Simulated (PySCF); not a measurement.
# C7H12 (Norbornane): the cost of one run

Computed with PySCF 2.14.0, with density-fitted response routines of our own, on a single molecule, in the gas phase or a continuum. Atoms count from 0, in the outputs and in this text.

## Step 1: The starting structure

19 atoms, charge 0, multiplicity 1; geometry from: GFN2-xTB. The atoms were then displaced at random by about 0.01 Å, so the start is not that level's minimum.

Bonds of the start (Å): C0–C1 1.53, C1–C2 1.54, C2–C3 1.49, C3–C4 1.53, C4–C5 1.54, C5–C6 1.54, C5–C0 1.54, C6–C2 1.54, C0–H7 1.09, C0–H8 1.11, C1–H9 1.08, C1–H10 1.09, C2–H11 1.09, C3–H12 1.13, C3–H13 1.08, C4–H14 1.10, C4–H15 1.10, C5–H16 1.09, C6–H17 1.07, C6–H18 1.10.

## Step 2: Relaxing the molecule at PBE0-D3(BJ)/def2-TZVP

Job settings and geometry (Å):

```
{"job": {"xc": "PBE0", "basis": "def2-TZVP", "d3": "d3bj", "grid": 2, "shake": 0.01, "kind": "geom"}, "charge": 0, "multiplicity": 1}
C      1.185450     0.970420    -0.051610
C      1.224340    -0.323760    -0.860930
C      0.056840    -1.142950    -0.280510
C     -1.209930    -0.513700    -0.739960
C     -1.311450     0.792380     0.056050
C     -0.021480     0.770960     0.889440
C      0.126300    -0.726930     1.198380
H      2.099250     1.163450     0.503950
H      1.006020     1.869940    -0.675010
H      1.103410    -0.160760    -1.919160
H      2.173170    -0.831190    -0.695110
H      0.157570    -2.207250    -0.468170
H     -2.111490    -1.157350    -0.503230
H     -1.268920    -0.343250    -1.805500
H     -2.186380     0.807430     0.719860
H     -1.353140     1.690790    -0.569790
H     -0.026730     1.448790     1.747520
H      1.045390    -0.972120     1.695760
H     -0.718950    -1.127810     1.778790
```

On the command line:

```sh
OMP_NUM_THREADS=2 python probes_run.py task.json out
```

The driver reads the jobs from task.json and runs them one after another.

Q: Estimate the wall time and peak memory of this first job on 2 threads of AMD EPYC, shared host.

About 10 min, with a peak of 2 GiB.
